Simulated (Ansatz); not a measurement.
# UMP2/6-311+G(d,p) run of AlClOF (SMILES [O][Al]([F])[Cl])

What is the vertical doublet–quartet gap of AlClOF at UMP2/6-311+G**? 

The calculation is run with Ansatz 0.2.0.

70 further runs of the same task are left out: 2 that didn't finish, 68 set aside as unsound or not needed. Runs told in other sessions of the task aren't counted.

**1. The system as given**

The species is AlClOF (4 atoms), meant as a doublet with charge 0. As SMILES, `[O][Al]([F])[Cl]`. Geometry: relaxed at PBE0-D4/def2-TZVP.

Bond lengths: O1–Al2 1.724 Å, Al2–F3 1.632 Å, Al2–Cl4 2.063 Å. Angles: O1–Al2–F3 118.6°, O1–Al2–Cl4 118.4°, F3–Al2–Cl4 122.9°.

**2. A single-point energy at UMP2/6-311+G(d,p)**

File molecule.yaml:

```yaml
crystal:
  periodic: [false, false, false]
  atoms:
    - {symbol: O, position_ang: [0.993300, 0.591700, 1.294800]}
    - {symbol: Al, position_ang: [0.061900, -0.095200, 0.016700]}
    - {symbol: F, position_ang: [0.278100, -1.671200, -0.348900]}
    - {symbol: Cl, position_ang: [-1.277700, 1.114400, -0.982900]}
basis:
  gaussian: {orbitals: 6-311+G_st__st_-spherical.json}
correlation: {method: mp2, frozen_orbitals: {Al: 5, Cl: 5, F: 1, O: 1}}
magnetization: {spin_polarized: true, initial_magnetization: 1}
accuracy: high
```

The basis set 6-311+G** is read from a file made from the Basis Set Exchange's data (not shown).

Command:

```
$ ansatz run molecule.yaml --threads 1 --pin off --max-ram 3480MiB --events-out events.jsonl --progress --plain --runs-dir runs
```

What it wrote:

```text
Warning: RAYON_NUM_THREADS=1 ignored (pool sized by the plan → 1); use --threads N
Functional definition: HF
  name "HF"
  exchange = exact_x
  correlation = 0
1717 factors; integrals over basis functions are off by at most 4.5e-9 eV
mean field evaluation 1: about -23823.5692 eV, gradient 4.1e1 eV
mean field evaluation 2: about -23823.5755 eV, gradient 4.1e1 eV
mean field evaluation 4: about -23833.8002 eV, gradient 1.0e1 eV
mean field evaluation 8: about -23835.2451 eV, gradient 5.5e-1 eV
mean field evaluation 16: about -23835.2754 eV, gradient 6.4e-3 eV
mean field evaluation 32: about -23835.2559 eV, gradient 2.1e0 eV
mean field evaluation 64: about -23835.2577 eV, gradient 1.6e0 eV
mean field evaluation 96: about -23835.2754 eV, gradient 8.1e-4 eV
mean field -23835.27537664 eV, -875.9302139618 hartree, gradient 2.8e-8 eV, S^2 0.756780; 7 other end points of the search recorded, 0 dependent functions left out
12 core orbitals not correlated: weight in the atoms' cores, before any rotation towards them, 1.000 or more for the frozen orbitals, at most 0.000 for the correlated occupied ones
reference -23835.27537664 eV, -875.9302139618 hartree; 12, 11 occupied and 80, 81 virtual orbitals, 1717 factors
second order -15.01159526 eV of doubles, -0.00000000 eV of singles
Total energy: -23850.28697190 eV, -876.4818799122 hartree
```

Wall time 16 s (1 thread of Arm Neoverse V1, shared host); peak memory 0.34 GiB.

**3. The quartet at the same level**

File in.yaml:

```yaml
basis:
  gaussian: {orbitals: 6-311+G_st__st_-spherical.json}
crystal:
  periodic: [false, false, false]
  atoms:
    - {symbol: O, position_ang: [0.993300, 0.591700, 1.294800]}
    - {symbol: Al, position_ang: [0.061900, -0.095200, 0.016700]}
    - {symbol: F, position_ang: [0.278100, -1.671200, -0.348900]}
    - {symbol: Cl, position_ang: [-1.277700, 1.114400, -0.982900]}
total_charge: 0
magnetization: {spin_polarized: true, initial_magnetization: 3}
correlation: {method: mp2, frozen_orbitals: {Al: 5, Cl: 5, F: 1, O: 1}}
accuracy: high
```

The basis set 6-311+G** is read from a file made from the Basis Set Exchange's data (not shown).

Command:

```
$ ansatz run in.yaml --threads 1 --pin off --max-ram 3480MiB --events-out events.jsonl --progress --plain --runs-dir runs
```

What it wrote (excerpt; [...] marks lines left out):

```text
Warning: RAYON_NUM_THREADS=1 ignored (pool sized by the plan → 1); use --threads N
[... 2 set-up lines as earlier in the session ...]
[...]
1717 factors; integrals over basis functions are off by at most 4.5e-9 eV
[...]
mean field -23829.25635858 eV, -875.7090191276 hartree, gradient 2.0e-8 eV, S^2 3.761763; 13 other end points of the search recorded, 0 dependent functions left out
12 core orbitals not correlated: weight in the atoms' cores, before any rotation towards them, 1.000 or more for the frozen orbitals, at most 0.000 for the correlated occupied ones
reference -23829.25635858 eV, -875.7090191276 hartree; 13, 10 occupied and 79, 82 virtual orbitals, 1717 factors
second order -14.07568437 eV of doubles, -0.00000000 eV of singles
Total energy: -23843.33204295 eV, -876.2262909874 hartree
```

Run time: 42 s. Hardware: 1 thread of Arm Neoverse V1, shared host; peak memory 0.42 GiB.

**4. Outcome**

At UMP2/6-311+G**, 12 core orbitals frozen:

| quantity | value |
| --- | --- |
| doublet: total energy | -876.48188 Eh |
| doublet: correlation energy (12 core orbitals frozen) | -551.7 mEh |
| doublet: ⟨S²⟩ of the reference determinant | 0.757 |
| quartet: total energy | -876.22629 Eh |
| quartet: correlation energy (12 core orbitals frozen) | -517.3 mEh |
| quartet: ⟨S²⟩ of the reference determinant | 3.762 |
| vertical energy of the quartet above the doublet | 6.955 eV |

**Reading.** At this shape the quartet lies 6.95 eV (160 kcal/mol) above the doublet.
